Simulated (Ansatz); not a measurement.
# CH3B2F: atomisation energy

How much energy holds CH3B2F together? The task is an atomisation energy, for CH3B2F.

Computed with the Python package of Ansatz 0.2.0. Level of theory: B3LYP/def2-SVP.

## 1. The structure

Bond lengths: F1–B2 1.451 Å, B2–B3 1.751 Å, B2–C4 1.615 Å, B3–C4 1.614 Å, B3–H5 1.171 Å, C4–H6 1.045 Å, C4–H7 1.111 Å. Angles: F1–B2–B3 153.5°, F1–B2–C4 149.2°, B3–B2–C4 57.1°, B2–B3–C4 57.2°, B2–B3–H5 154.6°, C4–B3–H5 148.0°, B2–C4–B3 65.7°, B2–C4–H6 113.7°, B2–C4–H7 111.0°, B3–C4–H6 115.4°, B3–C4–H7 112.6°, H6–C4–H7 124.1°.

No structure file is read: the coordinates are typed or built in the script.

## 2. Script

run_tae.py

```python
"""Atomisation energy of CH3B2F at the given geometry."""

from collections import Counter

import ansatz as az
from ase import Atoms


def energy_of(molecule, charge=0, unpaired=0):
    calc = (
        molecule.calculation()
        .basis(gaussian="def2-SVP")
        .functional("B3LYP")
        .accuracy("medium")
    )
    if charge:
        calc = calc.charge(charge)
    if unpaired:
        calc = calc.spin("collinear", total=unpaired)
    report = calc.run(threads=1).report
    if report["published_state_doubts"]:
        print("  doubts:", report["published_state_doubts"])
    return report["free_energy_ev"]


def main() -> None:
    atoms = Atoms(["F", "B", "B", "C", "H", "H", "H"], positions=[
        (-1.418, -1.9237, 0.5514),
        (-0.6367, -0.7573, 0.1829),
        (-0.3106, 0.6728, -0.7735),
        (0.7093, 0.1194, 0.3478),
        (-0.5307, 1.4542, -1.6171),
        (1.5656, -0.3526, -0.0201),
        (0.6822, 0.7192, 1.2828),
    ])
    molecule = az.Crystal.molecule_from_ase(atoms)

    # Hund ground states
    unpaired = {"F": 1, "B": 1, "C": 2, "H": 1}
    counts = Counter(site.symbol for site in molecule.cartesian_sites)
    atom_energy = {s: energy_of(az.Crystal.molecule().atom(s, (0, 0, 0)), 0, unpaired[s]) for s in counts}
    whole = energy_of(molecule, 0, 0)
    for s, e in atom_energy.items():
        print(f"{s:2s} x{counts[s]}  {e:14.5f} eV")
    print(f"CH3B2F: {whole:.5f} eV")
    split = sum(counts[s] * e for s, e in atom_energy.items()) - whole
    print(f"atomisation energy (no zero-point term): {split:.3f} eV, {split / sum(counts.values()):.3f} eV an atom")


if __name__ == "__main__":
    main()
```

## 3. What the engine is handed

The engine receives this input (first run):

```yaml
crystal:
  periodic: [false, false, false]
  atoms:
    - { symbol: F, position_ang: [0.0, 0.0, 0.0] }
accuracy: medium
basis:
  gaussian:
    orbitals: def2-SVP
hamiltonian:
  xc: b3lyp
magnetization:
  spin_polarized: true
  initial_magnetization: 1.0
```

## 4. Running it

The run is started by

```sh
python run_tae.py
```

Standard output:

```text
F  x1     -2711.35544 eV
B  x2      -670.34352 eV
C  x1     -1028.97301 eV
H  x3       -13.63995 eV
CH3B2F: -5149.52348 eV
atomisation energy (no zero-point term): 27.588 eV, 3.941 eV an atom
```

Wall time 2.7 s (1 thread of Arm Neoverse V1, shared host); peak memory 0.19 GiB.

## 5. Inputs of later runs

The engine's inputs for some of the other runs:

Run 2, against run 1:

```diff
@@ -4 +4 @@
-    - { symbol: F, position_ang: [0.0, 0.0, 0.0] }
+    - { symbol: B, position_ang: [0.0, 0.0, 0.0] }
```

Run 4, against run 1:

```diff
@@ -4 +4 @@
-    - { symbol: F, position_ang: [0.0, 0.0, 0.0] }
+    - { symbol: H, position_ang: [0.0, 0.0, 0.0] }
```

Run 5, against run 1:

```diff
@@ -4 +4,7 @@
-    - { symbol: F, position_ang: [0.0, 0.0, 0.0] }
+    - { symbol: F, position_ang: [-1.418, -1.9237, 0.5514] }
+    - { symbol: B, position_ang: [-0.6367, -0.7573, 0.1829] }
+    - { symbol: B, position_ang: [-0.3106, 0.6728, -0.7735] }
+    - { symbol: C, position_ang: [0.7093, 0.1194, 0.3478] }
+    - { symbol: H, position_ang: [-0.5307, 1.4542, -1.6171] }
+    - { symbol: H, position_ang: [1.5656, -0.3526, -0.0201] }
+    - { symbol: H, position_ang: [0.6822, 0.7192, 1.2828] }
@@ -11,3 +16,0 @@
-magnetization:
-  spin_polarized: true
-  initial_magnetization: 1.0
```

## 6. What each run gave

One row for each of the 5 runs:

| run | system | unpaired or total moment | energy (eV) | <S²> | SCF cycles | CPU time (s) |
| --- | --- | --- | --- | --- | --- | --- |
| 1 | F | 1 | -2711.3554 | 0.75 | 11 | 0.15 |
| 2 | B | 1 | -670.3435 | 0.75 | 11 | 0.12 |
| 3 | C | 2 | -1028.9730 | 2.00 | 10 | 0.13 |
| 4 | H | 1 | -13.6399 | 0.75 | 6 | 0.06 |
| 5 | CH3B2F | not set | -5149.5235 | 0.00 | 16 | 1.6 |

Totals carry meaning only in balanced differences at one level of theory.

## 7. Summary of results

| quantity | value |
| --- | --- |
| atomisation energy, no zero point | 27.588 eV |
| runs compared | 5 |

In words: Zero-point motion and spin-orbit terms of the atoms are left out, and both would lower it. 27.588 eV from the electronic energies, without the zero-point term. What to keep in mind:
- The geometry is a force-field or estimated start, not a minimum of this method, and the basis set is short of its limit. All parts are taken at fixed geometry, without zero-point energy.
- b3lyp holds the VWN-RPA fit, as in Gaussian; the form of ORCA and Turbomole is b3lyp5.
